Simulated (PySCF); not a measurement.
# C6H5FO2: runs on many settings, part 2 of 2

PySCF 2.14.0. Atoms count from 0. The steps go on from the part before.

**4. Nuclear shieldings: PBE0/pcSseg-1**

The job: settings as JSON, then the geometry in Å.

```
{"job": {"kind": "nmr", "xc": "PBE0", "basis": "pcSseg-1", "pop": true}, "charge": 0, "multiplicity": 1}
C      2.062641     0.352663    -0.019255
C      0.620099    -0.027691    -0.020130
C      0.202283    -1.301232    -0.139594
O     -1.083662    -1.695607    -0.146696
C     -2.021735    -0.752514    -0.027307
C     -1.730502     0.556456     0.101121
F     -2.743069     1.431001     0.215312
C     -0.355184     1.067549     0.119461
O     -0.052413     2.238448     0.232763
H      2.258450     1.033482    -0.846198
H      2.292194     0.893396     0.897482
H      2.704831    -0.518922    -0.101623
H      0.876490    -2.139896    -0.243375
H     -3.031101    -1.137606    -0.044128
```

Method: GIAO PBE0/pcSseg-1 NMR shielding, non-relativistic, gas phase.

The program printed:

```text
coarse grid: 12880 points
cycle   1  E = -481.0624459203  dE =  1.843e+00  |g| = 9.676e-01  |ddm| = 3.663e+00
cycle   2  E = -480.2801589221  dE =  7.823e-01  |g| = 2.132e+00  |ddm| = 4.402e+00
cycle   3  E = -481.2325031734  dE = -9.523e-01  |g| = 2.768e-01  |ddm| = 3.688e+00
cycle   4  E = -481.2432153699  dE = -1.071e-02  |g| = 1.727e-01  |ddm| = 4.020e-01
cycle   5  E = -481.2486897110  dE = -5.474e-03  |g| = 4.579e-02  |ddm| = 1.663e-01
cycle   6  E = -481.2491221763  dE = -4.325e-04  |g| = 1.669e-02  |ddm| = 5.190e-02
cycle   7  E = -481.2491901589  dE = -6.798e-05  |g| = 4.345e-03  |ddm| = 1.649e-02
cycle   8  E = -481.2491936070  dE = -3.448e-06  |g| = 1.257e-03  |ddm| = 4.318e-03
final grid: 128128 points
cycle   9  E = -481.3289815851  dE = -1.794e-05  |g| = 1.500e-02  |ddm| = 3.852e-02
cycle  10  E = -481.3288715500  dE =  1.100e-04  |g| = 2.854e-02  |ddm| = 4.164e-02
cycle  11  E = -481.3290225413  dE = -1.510e-04  |g| = 3.052e-03  |ddm| = 3.087e-02
cycle  12  E = -481.3290242729  dE = -1.732e-06  |g| = 6.216e-04  |ddm| = 3.024e-03
cycle  13  E = -481.3290243347  dE = -6.182e-08  |g| = 2.389e-04  |ddm| = 6.671e-04
cycle  14  E = -481.3290243470  dE = -1.232e-08  |g| = 9.119e-05  |ddm| = 3.232e-04
cycle  15  E = -481.3290243491  dE = -2.073e-09  |g| = 1.460e-05  |ddm| = 9.744e-05
cycle  16  E = -481.3290243491  dE = -4.718e-11  |g| = 4.807e-06  |ddm| = 1.703e-05
converged SCF energy = -481.3290243491

GIAO shielding tensors (ppm)
atom      isotropic    diamagn.    paramagn.     s11        s22        s33       span
  0 C      172.113     243.721     -71.607    162.297    170.600    183.442     21.145
  1 C       48.594     270.408    -221.814    -38.772     34.685    149.870    188.642
  2 C       31.917     251.253    -219.336    -63.211     58.902    100.059    163.270
  3 O      121.215     395.480    -274.266    -17.039     48.137    332.545    349.584
  4 C       37.875     253.565    -215.690    -49.181     53.117    109.689    158.870
  5 C       22.667     257.633    -234.966    -49.767     26.373     91.394    141.160
  6 F      339.375     471.374    -131.999    275.389    326.847    415.889    140.500
  7 C       14.104     244.015    -229.911    -77.662     12.843    107.132    184.795
  8 O     -180.304     398.009    -578.313   -713.823   -260.476    433.388   1147.211
  9 H       29.409      28.426       0.983     25.406     27.197     35.625     10.219
 10 H       29.361      28.484       0.877     25.301     27.304     35.478     10.176
 11 H       30.181      29.413       0.768     25.643     29.151     35.749     10.106
 12 H       24.013      31.397      -7.384     20.079     23.975     27.985      7.906
 13 H       23.584      28.005      -4.421     20.507     23.215     27.029      6.523
```

Wall time 38 s (1 thread of Arm Neoverse N1, shared host); peak memory 0.82 GiB.

This run: δ C7 172.8, C5 164.3, C2 155.0, C4 149.0, H13 8.13, H12 7.70 ppm.

**5. Shielding tensors: PBE0/pcSseg-1 in cyclohexane**

Same as in step 4 but for these lines:

```diff
@@ -1,2 +1,2 @@
-{"job": {"kind": "nmr", "xc": "PBE0", "basis": "pcSseg-1", "pop": true}, "charge": 0, "multiplicity": 1}
+{"job": {"kind": "nmr", "xc": "PBE0", "basis": "pcSseg-1", "solvent": "cyclohexane", "pop": true, "grid": 4}, "charge": 0, "multiplicity": 1}
 C      2.062641     0.352663    -0.019255
```

Method: GIAO PBE0/pcSseg-1 NMR shielding, non-relativistic, IEF-PCM cyclohexane.

The program printed:

```text
coarse grid: 12880 points
cycle   1  E = -481.0789683637  dE =  1.827e+00  |g| = 9.496e-01  |ddm| = 3.663e+00
cycle   2  E = -480.4762965982  dE =  6.027e-01  |g| = 1.948e+00  |ddm| = 3.839e+00
cycle   3  E = -481.2430225333  dE = -7.667e-01  |g| = 2.301e-01  |ddm| = 3.126e+00
cycle   4  E = -481.2507952669  dE = -7.773e-03  |g| = 1.333e-01  |ddm| = 3.145e-01
cycle   5  E = -481.2538524809  dE = -3.057e-03  |g| = 3.229e-02  |ddm| = 1.214e-01
cycle   6  E = -481.2540549976  dE = -2.025e-04  |g| = 1.345e-02  |ddm| = 3.643e-02
cycle   7  E = -481.2540982253  dE = -4.323e-05  |g| = 3.284e-03  |ddm| = 1.303e-02
cycle   8  E = -481.2541002435  dE = -2.018e-06  |g| = 9.307e-04  |ddm| = 3.138e-03
final grid: 335544 points
cycle   9  E = -481.3338657510  dE = -2.118e-05  |g| = 1.434e-02  |ddm| = 3.839e-02
cycle  10  E = -481.3337778964  dE =  8.785e-05  |g| = 2.617e-02  |ddm| = 3.714e-02
cycle  11  E = -481.3339034083  dE = -1.255e-04  |g| = 2.570e-03  |ddm| = 2.676e-02
cycle  12  E = -481.3339046445  dE = -1.236e-06  |g| = 4.770e-04  |ddm| = 2.392e-03
cycle  13  E = -481.3339046767  dE = -3.220e-08  |g| = 2.009e-04  |ddm| = 4.978e-04
cycle  14  E = -481.3339046842  dE = -7.532e-09  |g| = 7.642e-05  |ddm| = 2.508e-04
cycle  15  E = -481.3339046856  dE = -1.427e-09  |g| = 1.411e-05  |ddm| = 8.377e-05
cycle  16  E = -481.3339046857  dE = -4.525e-11  |g| = 4.492e-06  |ddm| = 1.558e-05
converged SCF energy = -481.3339046857

GIAO shielding tensors (ppm)
atom      isotropic    diamagn.    paramagn.     s11        s22        s33       span
  0 C      172.513     243.813     -71.300    162.385    171.357    183.797     21.412
  1 C       48.748     270.349    -221.601    -37.698     34.071    149.872    187.569
  2 C       30.433     251.192    -220.759    -65.011     55.586    100.723    165.734
  3 O      116.117     395.580    -279.463    -24.201     39.009    333.544    357.746
  4 C       36.258     253.507    -217.249    -51.409     49.802    110.382    161.792
  5 C       23.167     257.704    -234.537    -48.056     26.441     91.117    139.173
  6 F      344.216     471.653    -127.437    281.747    332.817    418.085    136.338
  7 C       13.112     244.319    -231.207    -75.495      7.180    107.651    183.147
  8 O     -152.818     398.920    -551.737   -657.486   -234.107    433.141   1090.627
  9 H       29.415      28.437       0.979     25.371     27.235     35.640     10.269
 10 H       29.373      28.501       0.872     25.271     27.353     35.494     10.223
 11 H       30.014      29.264       0.750     25.393     28.926     35.722     10.330
 12 H       23.816      31.147      -7.331     19.825     23.859     27.763      7.938
 13 H       23.372      27.708      -4.336     20.241     23.101     26.774      6.534
```

Wall time 69 s (1 thread of Arm Neoverse N1, shared host); peak memory 0.93 GiB.

This run: δ C7 174.2, C5 164.1, C2 156.9, C4 151.0, H13 8.33, H12 7.89 ppm.

**6. Nuclear shieldings: PBE0/pcseg-1**

Same as in step 5 but for these lines:

```diff
@@ -1,2 +1,2 @@
-{"job": {"kind": "nmr", "xc": "PBE0", "basis": "pcSseg-1", "solvent": "cyclohexane", "pop": true, "grid": 4}, "charge": 0, "multiplicity": 1}
+{"job": {"kind": "nmr", "xc": "PBE0", "basis": "pcseg-1", "pop": false, "grid": 1}, "charge": 0, "multiplicity": 1}
 C      2.062641     0.352663    -0.019255
```

Level: GIAO PBE0/pcseg-1 NMR shielding, non-relativistic, gas phase.

The program printed:

```text
final grid: 59104 points
cycle   1  E = -481.1038763809  dE =  1.845e+00  |g| = 9.028e-01  |ddm| = 4.165e+00
cycle   2  E = -480.3629776496  dE =  7.409e-01  |g| = 2.043e+00  |ddm| = 4.452e+00
cycle   3  E = -481.2646275481  dE = -9.016e-01  |g| = 2.347e-01  |ddm| = 3.623e+00
cycle   4  E = -481.2714624325  dE = -6.835e-03  |g| = 1.621e-01  |ddm| = 4.070e-01
cycle   5  E = -481.2766677491  dE = -5.205e-03  |g| = 3.883e-02  |ddm| = 1.784e-01
cycle   6  E = -481.2769882213  dE = -3.205e-04  |g| = 1.403e-02  |ddm| = 5.135e-02
cycle   7  E = -481.2770377171  dE = -4.950e-05  |g| = 3.574e-03  |ddm| = 1.670e-02
cycle   8  E = -481.2770401446  dE = -2.428e-06  |g| = 1.090e-03  |ddm| = 4.045e-03
cycle   9  E = -481.2770404081  dE = -2.636e-07  |g| = 3.418e-04  |ddm| = 2.198e-03
cycle  10  E = -481.2770404342  dE = -2.611e-08  |g| = 7.651e-05  |ddm| = 4.419e-04
cycle  11  E = -481.2770404353  dE = -1.094e-09  |g| = 3.956e-05  |ddm| = 1.260e-04
cycle  12  E = -481.2770404357  dE = -3.604e-10  |g| = 9.422e-06  |ddm| = 4.210e-05
converged SCF energy = -481.2770404357

GIAO shielding tensors (ppm)
atom      isotropic    diamagn.    paramagn.     s11        s22        s33       span
  0 C      181.073     242.906     -61.833    171.644    178.372    193.203     21.559
  1 C       55.875     270.700    -214.824    -26.717     36.892    157.451    184.168
  2 C       43.320     251.815    -208.494    -48.256     65.733    112.484    160.740
  3 O      137.451     397.432    -259.981      0.964     68.453    342.935    341.971
  4 C       48.881     253.551    -204.670    -34.846     60.007    121.483    156.329
  5 C       30.965     256.348    -225.382    -36.356     29.849     99.403    135.759
  6 F      346.767     472.804    -126.038    285.068    333.638    421.595    136.527
  7 C       22.641     243.889    -221.248    -64.730     17.484    115.170    179.900
  8 O     -146.792     397.898    -544.690   -657.101   -222.230    438.955   1096.056
  9 H       29.489      28.197       1.292     25.460     27.321     35.685     10.225
 10 H       29.444      28.257       1.187     25.361     27.434     35.536     10.175
 11 H       30.266      29.199       1.067     25.744     29.276     35.778     10.034
 12 H       24.130      31.416      -7.285     20.171     24.121     28.098      7.927
 13 H       23.738      27.950      -4.212     20.661     23.303     27.248      6.588
```

Wall time 18 s (1 thread of Arm Neoverse N1, shared host).

Key values: δ C7 174.3, C5 166.0, C2 153.6, C4 148.1, H13 8.14, H12 7.74 ppm.

**7. Results**

The summary covers parts 1 to 2.

| quantity | value |
| --- | --- |
| ¹³C shifts against TMS (PBE0/pcSseg-1) | 172.8, 164.3, 155.0, 149.0, 138.3, 14.8 ppm |
| ¹H shifts against TMS (PBE0/pcSseg-1, means over atoms taken as alike) | 8.13, 7.70, 2.07 ppm |
| ¹⁷O shifts against H2O (PBE0/pcSseg-1) | 516.4, 214.9 ppm |
| ¹⁹F shifts against CFCl3 (PBE0/pcSseg-1) | -168.4 ppm |
| surface potential, 1st and 99th percentile | -1.91 V and 1.59 V |
| lowest singlet (PBE0/def2-SVPD) | 4.13 eV (300 nm), f = 0.000 |
| brightest single state of those computed | state 5, 6.06 eV, f = 0.160 |
| lowest triplet | 3.56 eV |

In words: Single values in the summary come from the first run of each kind that ended normally (PBE0/pcSseg-1; PBE0/def2-SVPD), which need not be the best level. At PBE0/pcSseg-1: The largest span, 1147 ppm, is at O8, where the paramagnetic term is -578 ppm. By nearest atom (PBE0/pcSseg-1), the HOMO sits on O8 24 %; C1, C5 about 16 % each and the LUMO on C7 23 %; O8 20 %. The first singlet state (HOMO−1→LUMO 0.98) lies at 4.13 eV and is dark; of the 6 states computed, the strongest absorption comes from state 5 at 6.06 eV. The lowest triplet lies 0.57 eV below the lowest singlet (triplets in Tamm-Dancoff, singlets in full TDDFT).
